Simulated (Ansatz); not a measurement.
Write a Python script for Ansatz 0.2.0 through its Python package that makes vertical energies of changing the electron count of RbSi. Use (for the species named): B3LYP, def2-SVPD basis, multiplicity 2.

```yaml
atoms:
  - { symbol: Rb, position_ang: [0.0000, 0.0000, 0.0000] }
  - { symbol: Si, position_ang: [0.0000, 0.0000, 3.1750] }
```

`ip.py`:
```python
"""Vertical ionisation energy and electron affinity of RbSi."""

from dataclasses import dataclass

import ansatz
from ase import Atoms


@dataclass(frozen=True)
class Settings:
    basis_set: str = "def2-SVPD"
    xc: str = "b3lyp"


opts = Settings()


def total_energy(molecule, charge=0, unpaired=0):
    calc = molecule.calculation().basis(gaussian=opts.basis_set).functional(opts.xc)
    if charge:
        calc = calc.charge(charge)
    if unpaired:
        calc = calc.spin("collinear", total=unpaired)
    return calc.run().report["free_energy_ev"]


def main() -> None:
    atoms = Atoms(["Rb", "Si"], positions=[
        (0.0, 0.0, 0.0),
        (0.0, 0.0, 3.175),
    ])
    rbsi = ansatz.Crystal.molecule_from_ase(atoms)

    # delta-SCF style differences, no relaxation
    parent = total_energy(rbsi, 0, 1)
    cation = total_energy(rbsi, 1, 0)
    print(f"E(N)   = {parent:.5f} eV")
    print(f"E(N-1) = {cation:.5f} eV  (0 unpaired)")
    print(f"vertical ionisation energy {cation - parent:.3f} eV")
    other = total_energy(rbsi, 1, 2)
    print(f"to the state with 2 unpaired electrons: {other - parent:.3f} eV")
    anion = total_energy(rbsi, -1, 0)
    print(f"E(N+1) = {anion:.5f} eV  (0 unpaired)")
    print(f"vertical electron affinity {parent - anion:.3f} eV" + ("" if anion < parent else " (unbound in this basis)"))
    print(f"fundamental gap IP - EA = {cation + anion - 2 * parent:.3f} eV")


if __name__ == "__main__":
    main()
```

```console
$ python ip.py
E(N)   = -8528.87759 eV
E(N-1) = -8522.68885 eV  (0 unpaired)
vertical ionisation energy 6.189 eV
to the state with 2 unpaired electrons: 5.302 eV
E(N+1) = -8528.80943 eV  (0 unpaired)
vertical electron affinity -0.068 eV (unbound in this basis)
fundamental gap IP - EA = 6.257 eV
```

Notes:
- Total energies depend on the basis set; only differences at equal settings carry meaning.
- The geometry is a force-field or estimated start, not a minimum of this method, and the basis set is short of its limit. All parts are taken at fixed geometry, without zero-point energy. At an unrelaxed start these energies can be a whole eV from those at the minimum, and a small affinity can change sign.
- def2 sets replace the cores of elements past krypton by effective core potentials.
- The species is open-shell (spin multiplicity 2).
- The expectation value of S² is noticeably off S(S+1) in at least one run, so that state is spin-contaminated.
- b3lyp holds the VWN-RPA fit, as in Gaussian; the form of ORCA and Turbomole is b3lyp5.
- Only the spin states typed were run; another state of an ion can lie lower, by up to an eV or two.
- The spin state was assumed, and another may lie lower.
- A negative electron affinity means that the anion is unbound here; its size hangs on the basis and tends to about zero as the basis grows, and so does its part in any gap built on it.
- Wall time of the script: 59 s on 1 thread of Arm Neoverse V2, with other jobs on the host, peak memory 0.23 GiB.
